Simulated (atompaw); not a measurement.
**Pseudopotential generation for La: PAW (atompaw), PBE**

Do these settings give a usable potential? It is generated, then checked for scattering, ghosts and hardness.

Method: atompaw 4.2.0.5, PBE, scalar-relativistic.

### Step 1. The design

The settings as typed:

| Quantity | Value |
| --- | --- |
| element | lanthanum (La, Z = 57) |
| type | PAW |
| frozen core | [Xe] |
| valence charge | 3 |
| reference configuration | 4f0 5d2 6s1 6p0 |
| partial waves | 6s (bound): rc 3.00 bohr; 6s channel at 0.35 Ry: rc 3.00 bohr; 6p (bound, empty): rc 3.00 bohr; 6p channel at 0.55 Ry: rc 3.00 bohr; 5d (bound): rc 3.00 bohr; 5d channel at 4.45 Ry: rc 3.00 bohr; 4f (bound, empty): rc 1.35 bohr; 4f channel at 1 Ry: rc 1.35 bohr |
| local potential | bessel scheme, radius 2.35 bohr |
| core correction | smooth core density matched at 1.75 bohr |
| augmentation charge | besselshape compensation charge, radius 2.50 bohr; PAW radius 3.00 bohr; waves and projectors: custom polynom gramschmidtortho |

### Step 2. Generating the potential

File La.input:

```
La 57
GGA-PBE scalarrelativistic loggrid 2001 logderivrange -2 5 176
6 6 5 4 0 0
6 0 1
6 1 0
5 2 2
4 3 0
0 0 0
c
c
c
c
c
v
c
c
c
c
v
c
c
v
v
3
3.00 2.50 2.35 1.75
y
0.35
n
y
0.55
n
y
4.45
n
y
1
n
custom polynom gramschmidtortho besselshape
bessel
3.00
3.00
3.00
3.00
3.00
3.00
1.35
1.35
PWSCFOUT
UPFDX 0.0125d0 UPFXMIN -7.d0 UPFZMESH 57.d0
END
```

On the command line:

```bash
$ atompaw < La.input > La.log
```

Before running it: what results should come out? Wanted: cutoffs for 10 and 1 mRy, occupied levels; bound ghosts; largest phase difference near zero energy, channels read; lowest eigenvalue of the overlap; share of valence orbitals outside the PAW sphere; UPF file.

The runs gave:

| quantity | value |
| --- | --- |
| cutoffs for 10 and 1 mRy, occupied levels | 8 Ry and 10 Ry |
| bound ghosts | s at -37.73 eV, p at -21.22 eV |
| largest phase difference near zero energy, channels read | 0.004 rad |
| lowest eigenvalue of the overlap (Bessel basis) | 0.604 (s) |
| share of valence orbitals outside the PAW sphere | 6s 87 %, 6p 96 %, 5d 47 %, 4f 3 % |
| UPF file | written |

What this shows: A bound ghost (s, p) makes it unfit for use: electrons can fall into a state that the atom doesn't have. Close by lie the frozen 5s level (-37.3 eV) and 5p level (-20.9 eV). The potential is soft on the atom: the looser tolerance needs 8 Ry. The slowest occupied level is 5d: taken alone it needs 10 Ry to come within 1 mRy, against 6 Ry or less for 6s. That counts occupied waves only; other projectors can need more. Near zero energy the phases of the channels with partial waves agree within 0.004 rad. In the p channel the atom's pole at 4.26 Ry sits lower, at 1.82 Ry, in the pseudo curve. All of this concerns the isolated atom, not yet a solid.
